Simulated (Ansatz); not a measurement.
# BH6NOSeSi: the cost of one run

Program: Ansatz 0.2.0, driven from Python. Level of theory: PBE0/def2-TZVP. These are calculated values, not measurements.

### Step 1. The structure

Bond lengths: B1–Se2 2.026 Å, Se2–Si3 2.260 Å, Si3–N4 1.861 Å, Si3–O5 1.745 Å, B1–H6 1.168 Å, B1–H7 1.200 Å, Si3–H8 1.422 Å, N4–H9 0.994 Å, N4–H10 1.105 Å, O5–H11 0.983 Å. Angles: B1–Se2–Si3 90.5°, Se2–B1–H6 120.5°, Se2–B1–H7 119.8°, H6–B1–H7 119.3°, Se2–Si3–N4 111.1°, Se2–Si3–O5 110.7°, Se2–Si3–H8 111.2°, N4–Si3–O5 106.6°, N4–Si3–H8 108.7°, O5–Si3–H8 108.4°, Si3–N4–H9 109.3°, Si3–N4–H10 102.1°, H9–N4–H10 105.3°, Si3–O5–H11 103.2°.

The script holds or builds the structure itself.

### Step 2. The script

bde_bh6nosesi.py reads:

```python
# -*- coding: utf-8 -*-
"""X-H bond energies of BH6NOSeSi without relaxation."""

import logging
import sys

import ansatz as az

logging.basicConfig(stream=sys.stdout, format="%(levelname)s:%(name)s:%(message)s")
logger = logging.getLogger("calc")
logger.setLevel(logging.INFO)


def energy(molecule, charge=0, unpaired=0):
    calc = molecule.calculation().basis(gaussian="def2-TZVP").functional("pbe0")
    if charge:
        calc = calc.charge(charge)
    if unpaired:
        calc = calc.spin("collinear", total=unpaired)
    report = calc.run().report
    if report["published_state_doubts"]:
        print("  doubts:", report["published_state_doubts"])
    return report["free_energy_ev"]

GEOMETRY = """
B    -0.22920    1.60030   -1.10930
Se   -1.83700    0.49390   -0.56500
Si   -0.47760   -1.10930    0.26600
N     0.59650   -0.43550    1.62880
O     0.59960   -1.70630   -0.96960
H     0.20920    1.51770   -2.18870
H     0.20040    2.43550   -0.36230
H    -1.22750   -2.20510    0.77520
H     1.11720    0.33810    1.28400
H    -0.14930   -0.00020    2.31820
H     1.26310   -0.98600   -1.05660
"""

def without(molecule, index):
    rest = az.Crystal.molecule()
    for i, site in enumerate(molecule.cartesian_sites):
        if i != index:
            rest = rest.atom(site.symbol, site.position_ang)
    return rest

geometry = az.Crystal.molecule()
for line in GEOMETRY.strip().splitlines():
    symbol, *xyz = line.split()
    geometry = geometry.atom(symbol, [float(v) for v in xyz])

whole = energy(geometry, 0)
hydrogen = energy(az.Crystal.molecule().atom("H", (0, 0, 0)), 0, 1)
logger.info(f"E(molecule) = {whole:.5f} eV, E(H) = {hydrogen:.5f} eV")
for index in [6, 7, 9]:
    radical = energy(without(geometry, index), 0, 1)
    logger.info(f"H{index}: homolysis {(radical + hydrogen - whole):.3f} eV")
```

### Step 3. The calls as engine input

The package turns the script's settings into the engine's input (first run):

```yaml
crystal:
  periodic: [false, false, false]
  atoms:
    - { symbol: B, position_ang: [-0.2292, 1.6003, -1.1093] }
    - { symbol: Se, position_ang: [-1.837, 0.4939, -0.565] }
    - { symbol: Si, position_ang: [-0.4776, -1.1093, 0.266] }
    - { symbol: "N", position_ang: [0.5965, -0.4355, 1.6288] }
    - { symbol: O, position_ang: [0.5996, -1.7063, -0.9696] }
    - { symbol: H, position_ang: [0.2092, 1.5177, -2.1887] }
    - { symbol: H, position_ang: [0.2004, 2.4355, -0.3623] }
    - { symbol: H, position_ang: [-1.2275, -2.2051, 0.7752] }
    - { symbol: H, position_ang: [1.1172, 0.3381, 1.284] }
    - { symbol: H, position_ang: [-0.1493, -0.0002, 2.3182] }
    - { symbol: H, position_ang: [1.2631, -0.986, -1.0566] }
basis:
  gaussian:
    orbitals: def2-TZVP
hamiltonian:
  xc: pbe0
```

### Step 4. Launch

The run is started by

```bash
python bde_bh6nosesi.py
```

Q: Estimate wall time and peak memory on 1 thread of Arm Neoverse V1, shared host.

About 98 s, with a peak of 0.78 GiB.
